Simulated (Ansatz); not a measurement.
# C2H6FNO2W: small, medium and large basis sets

One table from this session's results is given with a row withheld; the runs are named, their logs left out.

Computed with Ansatz 0.2.0, Gaussian basis. Level: one geometry, several basis sets.

Plan: PBE0-D4/def2-SVP; ωB97M-V/def2-SVP; PBE0-D4/def2-QZVPP; ωB97M-V/def2-QZVPP; the functionals' def2-TZVPP values are taken from earlier runs.

## Structure used throughout

All runs share one geometry, relaxed beforehand with PBE0-D4 in a triple-zeta def2 set. W takes the def2 core potential; no spin-orbit term is included.

SMILES `C[N]=[W](=[O])([F])[O]C`, 13 atoms, charge 0, spin multiplicity 1.

Atoms are counted from 1 here; the program's logs count them from 0.

Bond lengths: C1–N2 1.420 Å, C1–H8 1.094 Å, C1–H9 1.095 Å, C1–H10 1.096 Å, N2–W3 1.744 Å, W3–O4 1.708 Å, W3–F5 1.877 Å, W3–O6 1.865 Å, O6–C7 1.406 Å, C7–H11 1.092 Å, C7–H12 1.093 Å, C7–H13 1.093 Å. Angles: N2–C1–H8 110.2°, N2–C1–H9 110.3°, N2–C1–H10 111.5°, H8–C1–H9 107.6°, H8–C1–H10 108.7°, H9–C1–H10 108.5°, C1–N2–W3 154.9°, N2–W3–O4 108.0°, N2–W3–F5 108.5°, N2–W3–O6 107.6°, O4–W3–F5 110.8°, O4–W3–O6 109.4°, F5–W3–O6 112.3°, W3–O6–C7 137.6°, O6–C7–H11 108.8°, O6–C7–H12 111.0°, O6–C7–H13 109.5°, H11–C7–H12 109.3° and more.

The first run:

in.yaml reads:

```yaml
crystal:
  periodic: [false, false, false]
  atoms:
    - {symbol: C, position_ang: [0.741379, -2.010654, 0.947791]}
    - {symbol: N, position_ang: [0.754384, -0.630694, 0.615040]}
    - {symbol: W, position_ang: [0.376443, 1.054888, 0.854864]}
    - {symbol: O, position_ang: [-0.578864, 1.185776, 2.265023]}
    - {symbol: F, position_ang: [1.984742, 2.003528, 1.048798]}
    - {symbol: O, position_ang: [-0.611878, 1.628213, -0.619586]}
    - {symbol: C, position_ang: [-1.116800, 1.076374, -1.810640]}
    - {symbol: H, position_ang: [1.762870, -2.371036, 1.104355]}
    - {symbol: H, position_ang: [0.306304, -2.593651, 0.129902]}
    - {symbol: H, position_ang: [0.159897, -2.199689, 1.856869]}
    - {symbol: H, position_ang: [-0.908347, 1.764900, -2.632667]}
    - {symbol: H, position_ang: [-0.651266, 0.110010, -2.022943]}
    - {symbol: H, position_ang: [-2.198365, 0.947233, -1.722107]}
basis:
  gaussian: {orbitals: def2-SVP}
hamiltonian: {xc: pbe0, dispersion: d4}
output: {orbitals: {seedname: orbitals}}
```

The run is started by

```console
> ansatz run in.yaml --threads 2 --pin off --events-out ev --progress --plain --max-ram 32768MiB --backend cpu
```

Among the steps run: PBE0-D4 in def2-SVP; ωB97M-V in def2-SVP; PBE0-D4 in def2-QZVPP; ωB97M-V in def2-QZVPP.

One of the session's tables, all rows but one given; the rest of the session is left out.

It belongs to the step «Functionals by basis». 

| functional | basis | HOMO (eV) |
| --- | --- | --- |
| PBE0-D4 | def2-SVP | -7.61 |
| PBE0-D4 | def2-TZVPP | -7.64 |
| PBE0-D4 | def2-QZVPP | -7.66 |
| ωB97M-V | def2-SVP | -9.85 |
| ωB97M-V | def2-TZVPP | -9.89 |
| ωB97M-V | def2-QZVPP | ? |

Q: Estimate the row for ωB97M-V, def2-QZVPP from the others.

As computed: HOMO (eV): -9.91. In the column «HOMO (eV)» it is the lowest.
